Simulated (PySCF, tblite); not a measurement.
# C6H9NO: a rotation path, then NMR shifts on frames

Aim: move C6H9NO (`C=CCC(=C)NC=O`) away from its starting geometry and see how NMR shifts follow the geometry.

The runs use tblite 0.8.0 and PySCF 2.14.0, with density-fitted response routines of our own; the level of theory stands in each step. All values are computed, except where a source is named. Atoms are numbered from 0 throughout.

### 1 Starting geometry

17 atoms, charge 0, multiplicity 1; geometry from: GFN2-xTB.

Bonds of the start (Å): C0–C1 1.32, C1–C2 1.50, C2–C3 1.50, C3–C4 1.33, C3–N5 1.40, N5–C6 1.36, C6–O7 1.20, C0–H8 1.08, C0–H9 1.08, C1–H10 1.08, C2–H11 1.09, C2–H12 1.09, C4–H13 1.07, C4–H14 1.08, N5–H15 1.01, C6–H16 1.11.

### 2 A band between two rotamers with GFN2-xTB

Job settings and geometry (Å):

```
{"job": {"kind": "neb", "xc": "GFN2-xTB", "basis": "xTB", "atoms": [2, 3, 5, 6], "turn": 180}, "charge": 0, "multiplicity": 1}
C      2.596967     0.636849    -0.017862
C      1.298093     0.803672     0.136998
C      0.387038    -0.217824     0.754308
C     -0.561684    -0.749065    -0.281844
C     -0.390167    -1.926930    -0.873137
N     -1.642200     0.058405    -0.669542
C     -2.121475     1.191992    -0.102194
O     -1.693925     1.775668     0.859204
H      3.096445    -0.263096     0.303421
H      3.220808     1.393421    -0.462876
H      0.814056     1.714771    -0.186855
H     -0.177666     0.258371     1.556855
H      0.972036    -1.044088     1.158086
H      0.432674    -2.563888    -0.611737
H     -1.061168    -2.292986    -1.631896
H     -2.164990    -0.314252    -1.450468
H     -3.011840     1.551011    -0.656999
```

Method: GFN2-xTB climbing-image nudged elastic band, gas phase.

Run with:

```bash
> OMP_NUM_THREADS=1 python probes_run.py task.json out
```

One launch serves the whole session: the jobs run in the order shown.

What it wrote:

```text
image   E - E0 / eV
  0       0.0000
  1       0.0419
  2       0.1493
  3       0.2258
  4       0.2449
  5       0.1954
  6       0.1104
  7       0.0507
  8       0.0276
```

It took 2.6 s on 1 thread of Arm Neoverse V2, shared host.

The final band, with the dihedral C2–C3–N5–C6:

| image | dihedral (°) | energy (eV) | energy (kcal/mol) |
| --- | --- | --- | --- |
| 0 | -12 | 0.000 | 0.0 |
| 1 | 17 | 0.042 | 1.0 |
| 2 | 44 | 0.149 | 3.4 |
| 3 | 67 | 0.226 | 5.2 |
| 4 | 87 | 0.245 | 5.6 |
| 5 | 107 | 0.195 | 4.5 |
| 6 | 130 | 0.110 | 2.5 |
| 7 | 154 | 0.051 | 1.2 |
| 8 | 175 | 0.028 | 0.6 |

### 3 Nuclear shieldings: image 0, PBE0/pcSseg-1

Job settings and geometry (Å):

```
{"job": {"kind": "nmr", "xc": "PBE0", "basis": "pcSseg-1", "pop": false}, "charge": 0, "multiplicity": 1}
C      2.597000     0.636800    -0.017900
C      1.298100     0.803700     0.137000
C      0.387000    -0.217800     0.754300
C     -0.561700    -0.749100    -0.281800
C     -0.390200    -1.926900    -0.873100
N     -1.642200     0.058400    -0.669500
C     -2.121500     1.192000    -0.102200
O     -1.693900     1.775700     0.859200
H      3.096400    -0.263100     0.303400
H      3.220800     1.393400    -0.462900
H      0.814100     1.714800    -0.186900
H     -0.177700     0.258400     1.556900
H      0.972000    -1.044100     1.158100
H      0.432700    -2.563900    -0.611700
H     -1.061200    -2.293000    -1.631900
H     -2.165000    -0.314300    -1.450500
H     -3.011800     1.551000    -0.657000
```

Level: GIAO PBE0/pcSseg-1 NMR shielding, non-relativistic, gas phase.

What it wrote:

```text
coarse grid: 14248 points
cycle   1  E = -363.3075462597  dE =  1.295e+00  |g| = 8.768e-01  |ddm| = 3.692e+00
cycle   2  E = -362.7626232552  dE =  5.449e-01  |g| = 1.861e+00  |ddm| = 2.299e+00
cycle   3  E = -363.4595564539  dE = -6.969e-01  |g| = 2.130e-01  |ddm| = 1.779e+00
cycle   4  E = -363.4687722119  dE = -9.216e-03  |g| = 8.357e-02  |ddm| = 2.208e-01
cycle   5  E = -363.4701774014  dE = -1.405e-03  |g| = 2.707e-02  |ddm| = 7.368e-02
cycle   6  E = -363.4703517271  dE = -1.743e-04  |g| = 8.023e-03  |ddm| = 2.787e-02
cycle   7  E = -363.4703652249  dE = -1.350e-05  |g| = 3.189e-03  |ddm| = 8.039e-03
cycle   8  E = -363.4703674209  dE = -2.196e-06  |g| = 6.119e-04  |ddm| = 2.404e-03
final grid: 137800 points
cycle   9  E = -363.5272955590  dE = -3.082e-05  |g| = 1.209e-02  |ddm| = 3.455e-02
cycle  10  E = -363.5272322251  dE =  6.333e-05  |g| = 2.188e-02  |ddm| = 2.330e-02
cycle  11  E = -363.5273251020  dE = -9.288e-05  |g| = 2.951e-03  |ddm| = 1.628e-02
cycle  12  E = -363.5273270036  dE = -1.902e-06  |g| = 1.939e-04  |ddm| = 2.325e-03
cycle  13  E = -363.5273270100  dE = -6.408e-09  |g| = 1.268e-04  |ddm| = 3.432e-04
cycle  14  E = -363.5273270137  dE = -3.725e-09  |g| = 3.385e-05  |ddm| = 1.316e-04
cycle  15  E = -363.5273270140  dE = -2.417e-10  |g| = 1.326e-05  |ddm| = 3.453e-05
converged SCF energy = -363.5273270140

GIAO shielding tensors (ppm)
atom      isotropic    diamagn.    paramagn.     s11        s22        s33       span
  0 C       66.403     253.681    -187.279    -43.145     85.261    157.092    200.238
  1 C       39.951     257.606    -217.655    -85.613     45.333    160.132    245.745
  2 C      142.835     247.284    -104.449    127.712    144.916    155.878     28.167
  3 C       33.060     257.438    -224.378    -86.707     50.905    134.982    221.688
  4 C       89.938     254.912    -164.975      2.303    119.415    148.095    145.792
  5 N       98.544     331.576    -233.033    -18.223    134.822    179.032    197.256
  6 C       27.352     243.210    -215.858    -71.848     64.060     89.842    161.690
  7 O     -100.870     403.904    -504.774   -428.552   -211.538    337.480    766.032
  8 H       26.346      31.631      -5.285     23.005     25.749     30.284      7.279
  9 H       26.440      29.466      -3.026     23.731     25.242     30.348      6.617
 10 H       25.171      33.111      -7.940     22.041     23.860     29.611      7.570
 11 H       26.752      31.055      -4.303     22.420     26.712     31.124      8.704
 12 H       29.076      33.263      -4.187     26.026     28.849     32.353      6.327
 13 H       27.431      32.550      -5.119     25.070     25.815     31.407      6.338
 14 H       27.464      31.675      -4.212     25.139     25.654     31.597      6.458
 15 H       25.720      34.422      -8.701     22.087     27.350     27.725      5.638
 16 H       23.484      25.254      -1.770     19.081     23.794     27.577      8.496
```

Wall time 28 s (1 thread of Arm Neoverse V2, shared host); peak memory 0.84 GiB.

The references, computed at this level on geometries of the same kind, shield at (ppm): 1H TMS 31.72, 13C TMS 186.9, 15N NH3 267.7, 17O H2O 336.1. Their shielding less the atom's gives the shift. The references are single molecules in the gas phase, so shifts against H2O, NH3, PH3, H3PO4 or CFCl3 are not on the usual liquid scales and can be off by tens of ppm. Each atom is listed at this fixed geometry, with no averaging over motion; a spectrum would average atoms that exchange fast.

| atoms | environment | σ (ppm) | δ (ppm) |
| --- | --- | --- | --- |
| C6 | amide carbonyl carbon | 27.4 | 159.6 |
| C3 | alkene carbon bearing nitrogen | 33.1 | 153.9 |
| C1 | alkene CH | 40.0 | 147.0 |
| C0 | terminal =CH2 carbon | 66.4 | 120.5 |
| C4 | β carbon of an enol-ether or enamine type C=C | 89.9 | 97.0 |
| C2 | allylic sp3 CH2 | 142.8 | 44.1 |
| H16 | hydrogen on an amide carbonyl carbon | 23.48 | 8.23 |
| H10 | hydrogen on an alkene CH | 25.17 | 6.55 |
| H15 | hydrogen on an amide-type nitrogen | 25.72 | 6.00 |
| H8 | hydrogen on a terminal =CH2 carbon | 26.35 | 5.37 |
| H9 | hydrogen on a terminal =CH2 carbon | 26.44 | 5.28 |
| H11 | hydrogen on an allylic sp3 CH2 | 26.75 | 4.96 |
| H13 | hydrogen on a β carbon of an enol-ether or enamine type C=C | 27.43 | 4.29 |
| H14 | hydrogen on a β carbon of an enol-ether or enamine type C=C | 27.46 | 4.25 |
| H12 | hydrogen on an allylic sp3 CH2 | 29.08 | 2.64 |
| N5 | amide-type nitrogen | 98.5 | 169.2 |
| O7 | amide-type carbonyl oxygen | -100.9 | 436.9 |

Orbitals, density, ELF and potential are computed afterwards from the orbital file.

Frontier orbitals at PBE0/pcSseg-1, with the share of their density that lies nearest to each atom:

| orbital | energy (eV) | lies on |
| --- | --- | --- |
| HOMO | -6.76 | C4 34 %; N5 17 %; C3 17 % |
| LUMO | -0.40 | C3, C4, C6 about 19 % each; O7 15 % |

ELF in a plane through or near 7 of the atoms.

Values, 10 rows by 14 columns:
```
0.00 0.00 0.00 0.00 0.00 0.00 0.00 0.00 0.00 0.00 0.00 0.00 0.00 0.00
0.00 0.00 0.00 0.00 0.00 0.00 0.00 0.00 0.00 0.00 0.00 0.00 0.00 0.00
0.00 0.00 0.00 0.00 0.00 0.02 0.02 0.02 0.40 0.36 0.01 0.01 0.00 0.00
0.00 0.00 0.06 0.24 0.33 0.61 0.95 0.03 0.58 0.57 0.93 0.98 0.13 0.00
0.00 0.00 0.13 0.57 0.71 0.36 0.64 0.02 0.29 0.55 0.71 0.77 0.05 0.00
0.00 0.01 0.91 1.00 0.73 0.29 0.36 0.62 0.90 0.59 0.53 0.02 0.00 0.00
0.00 0.00 0.41 0.92 0.17 0.01 0.08 0.87 0.65 0.04 0.12 0.00 0.00 0.00
0.00 0.00 0.00 0.00 0.00 0.23 0.99 0.80 0.90 0.90 0.03 0.00 0.00 0.00
0.00 0.00 0.00 0.00 0.00 0.02 0.76 0.22 0.19 0.23 0.00 0.00 0.00 0.00
0.00 0.00 0.00 0.00 0.00 0.00 0.00 0.00 0.00 0.00 0.00 0.00 0.00 0.00
```
The map spans 11.5 Å across and 10.4 Å up, centred on the molecule. Atoms in the plane (x, y in Å): C1 (-1.3, 0.8), C3 (0.6, -0.7), C4 (0.5, -2.0), N5 (1.7, 0.0), C6 (2.1, 1.3), H8 (-3.1, -0.3), H13 (-0.3, -2.6).

On the surface of density 0.002 e/bohr³ the electrostatic potential runs, from the 1st to the 99th percentile, from -1.74 V near O7 to 2.29 V near H15.

### 4 Nuclear shieldings: image 2, PBE0/pcSseg-1

Job settings and geometry (Å):

```
{"job": {"kind": "nmr", "xc": "PBE0", "basis": "pcSseg-1", "pop": false}, "charge": 0, "multiplicity": 1}
C      2.589300     0.684800     0.088200
C      1.294700     0.780200     0.317500
C      0.414300    -0.337000     0.800600
C     -0.573300    -0.764500    -0.252300
C     -0.385800    -1.844600    -1.001200
N     -1.784000    -0.045600    -0.393900
C     -2.025900     1.288500    -0.403700
O     -1.254700     2.189700    -0.215200
H      3.151100    -0.221400     0.249300
H      3.149400     1.532100    -0.270300
H      0.775600     1.708600     0.138900
H     -0.137500    -0.004600     1.683900
H      1.021400    -1.203300     1.069600
H      0.492400    -2.451300    -0.890300
H     -1.093500    -2.153600    -1.752600
H     -2.543300    -0.623100    -0.725900
H     -3.097300     1.477100    -0.619000
```

With the program's defaults for keys left out, this is: GIAO PBE0/pcSseg-1 NMR shielding, non-relativistic, gas phase.

What it wrote:

```text
coarse grid: 14248 points
cycle   1  E = -363.3042555849  dE =  1.280e+00  |g| = 8.701e-01  |ddm| = 3.687e+00
cycle   2  E = -362.7630172447  dE =  5.412e-01  |g| = 1.852e+00  |ddm| = 2.326e+00
cycle   3  E = -363.4546361521  dE = -6.916e-01  |g| = 2.099e-01  |ddm| = 1.798e+00
cycle   4  E = -363.4635739492  dE = -8.938e-03  |g| = 8.066e-02  |ddm| = 2.132e-01
cycle   5  E = -363.4648736593  dE = -1.300e-03  |g| = 2.398e-02  |ddm| = 6.519e-02
cycle   6  E = -363.4650032559  dE = -1.296e-04  |g| = 7.366e-03  |ddm| = 2.338e-02
cycle   7  E = -363.4650144723  dE = -1.122e-05  |g| = 3.059e-03  |ddm| = 7.727e-03
cycle   8  E = -363.4650165174  dE = -2.045e-06  |g| = 6.278e-04  |ddm| = 2.400e-03
final grid: 137800 points
cycle   9  E = -363.5225859910  dE = -2.853e-05  |g| = 1.220e-02  |ddm| = 3.233e-02
cycle  10  E = -363.5225210210  dE =  6.497e-05  |g| = 2.220e-02  |ddm| = 2.365e-02
cycle  11  E = -363.5226156974  dE = -9.468e-05  |g| = 2.912e-03  |ddm| = 1.655e-02
cycle  12  E = -363.5226175652  dE = -1.868e-06  |g| = 1.931e-04  |ddm| = 2.325e-03
cycle  13  E = -363.5226175702  dE = -4.981e-09  |g| = 1.391e-04  |ddm| = 3.178e-04
cycle  14  E = -363.5226175745  dE = -4.375e-09  |g| = 3.952e-05  |ddm| = 1.462e-04
cycle  15  E = -363.5226175749  dE = -3.345e-10  |g| = 1.394e-05  |ddm| = 3.914e-05
converged SCF energy = -363.5226175749

GIAO shielding tensors (ppm)
atom      isotropic    diamagn.    paramagn.     s11        s22        s33       span
  0 C       67.339     253.616    -186.277    -41.319     85.675    157.660    198.979
  1 C       38.934     257.527    -218.593    -85.476     39.237    163.042    248.518
  2 C      142.080     245.700    -103.620    127.342    144.257    154.640     27.297
  3 C       33.037     257.360    -224.323    -88.940     56.912    131.138    220.078
  4 C       79.745     254.566    -174.821    -14.961    106.627    147.568    162.529
  5 N      102.011     330.839    -228.828     -8.199    126.206    188.027    196.227
  6 C       27.722     243.454    -215.732    -73.013     64.145     92.033    165.046
  7 O     -102.456     403.611    -506.067   -422.441   -209.371    324.443    746.883
  8 H       26.426      31.590      -5.164     23.226     25.790     30.262      7.036
  9 H       26.426      29.531      -3.105     23.946     25.060     30.271      6.325
 10 H       23.539      32.572      -9.033     19.310     22.331     28.975      9.665
 11 H       28.615      30.737      -2.121     26.052     27.482     32.312      6.260
 12 H       28.730      32.778      -4.048     25.432     28.734     32.024      6.592
 13 H       27.006      32.518      -5.512     24.598     25.133     31.287      6.688
 14 H       27.035      31.679      -4.644     24.355     25.552     31.197      6.842
 15 H       25.642      33.753      -8.111     21.175     27.094     28.658      7.483
 16 H       23.629      25.119      -1.490     19.358     23.955     27.573      8.214
```

Wall time 21 s (1 thread of Arm Neoverse V2, shared host); peak memory 0.85 GiB.

Key values: δ C6 159.2, C3 153.9, C1 148.0, C0 119.6, H10 8.18, H16 8.09 ppm.

(Part 1 of 2 ends here.)
